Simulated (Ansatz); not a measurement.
# YCl: taking an electron away

The task here is to estimate one member of a computed series from the others.

Program: Ansatz 0.2.0, Gaussian basis. Level of theory: unrestricted cation, the program's frozen cores in correlated methods. These are calculated values, not measurements.

Plan: UKS PBE-D4/def2-TZVPP; UKS r2SCAN-D4/def2-TZVPP; UKS PBE0-D4/def2-TZVPP; UKS B3LYP-D4/def2-TZVPP; UKS wB97X-V/def2-TZVPP; UKS wB97M-V/def2-TZVPP; UKS B2PLYP/def2-TZVPP; UHF-CCSD(T)/def2-TZVPP; UHF-CCSD(T)/def2-QZVPP; extrapolation to the limit; then −ε(HOMO) from the neutral's earlier runs with LDA (SPW92), PBE-D4, revPBE-D4, BLYP-D4, r2SCAN-D4, B97M-V, PBE0-D4, B3LYP-D4, r2SCANh-D4, r2SCAN0-D4, HSE06-D4, BHLYP-D4, CAM-B3LYP-D4, LC-ωPBE, ωB97X-V, ωB97M-V.

### The relaxed structure

An earlier PBE0-D4 in a triple-zeta def2 set relaxation fixed the geometry. Y takes the def2 core potential; no spin-orbit term is included.

SMILES `[Cl][Y]`, 2 atoms, charge 0, spin multiplicity 1.

Atoms are counted from 1 here; the program's logs count them from 0.

Bond lengths: Cl1–Y2 2.379 Å.

The first run:

in.yaml

```yaml
crystal:
  periodic: [false, false, false]
  atoms:
    - {symbol: Cl, position_ang: [-1.011866, 0.356792, -0.513880]}
    - {symbol: Y, position_ang: [1.011866, -0.356792, 0.513880]}
basis:
  gaussian: {orbitals: def2-TZVPP}
total_charge: 1
magnetization: {spin_polarized: true, initial_magnetization: 1}
hamiltonian: {xc: pbe, dispersion: d4}
```

Launch:

```console
> ansatz run in.yaml --threads 2 --pin off --events-out ev --progress --plain --max-ram 32768MiB --backend cpu
```

Steps of the session up to this table: Cation, UKS PBE-D4/def2-TZVPP; Cation, UKS r2SCAN-D4/def2-TZVPP; Cation, UKS PBE0-D4/def2-TZVPP; Cation, UKS B3LYP-D4/def2-TZVPP; Cation, UKS wB97X-V/def2-TZVPP; Cation, UKS wB97M-V/def2-TZVPP; Cation, UKS B2PLYP (frozen core)/def2-TZVPP; Cation, UHF-CCSD(T)/def2-TZVPP; Cation, UHF-CCSD(T)/def2-QZVPP.

One table of the session follows, with a row left open; its other results are not shown here.

It belongs to the step «Ionisation energies side by side». Orbital estimates, from the neutral's runs:

| functional | −ε(HOMO) (eV) |
| --- | --- |
| LDA (SPW92) | 4.30 |
| PBE-D4 | 4.17 |
| revPBE-D4 | 4.12 |
| BLYP-D4 | 4.03 |
| r2SCAN-D4 | 4.27 |
| B97M-V | 4.12 |
| PBE0-D4 | 4.85 |
| B3LYP-D4 | 4.72 |
| r2SCANh-D4 | 4.53 |
| r2SCAN0-D4 | 4.91 |
| HSE06-D4 | 4.48 |
| BHLYP-D4 | 5.38 |
| CAM-B3LYP-D4 | 5.81 |
| LC-ωPBE | 6.73 |
| ωB97X-V | 6.57 |
| ωB97M-V | ? |

**Question.** Estimate the row for ωB97M-V.

The run gave: −ε(HOMO) (eV): 6.55. In the column «−ε(HOMO) (eV)» it lies between CAM-B3LYP-D4 (5.81) and ωB97X-V (6.57).

Caveats from the session: The cation may have settled in a state other than its lowest; no search over hole states beyond the program's own was made.
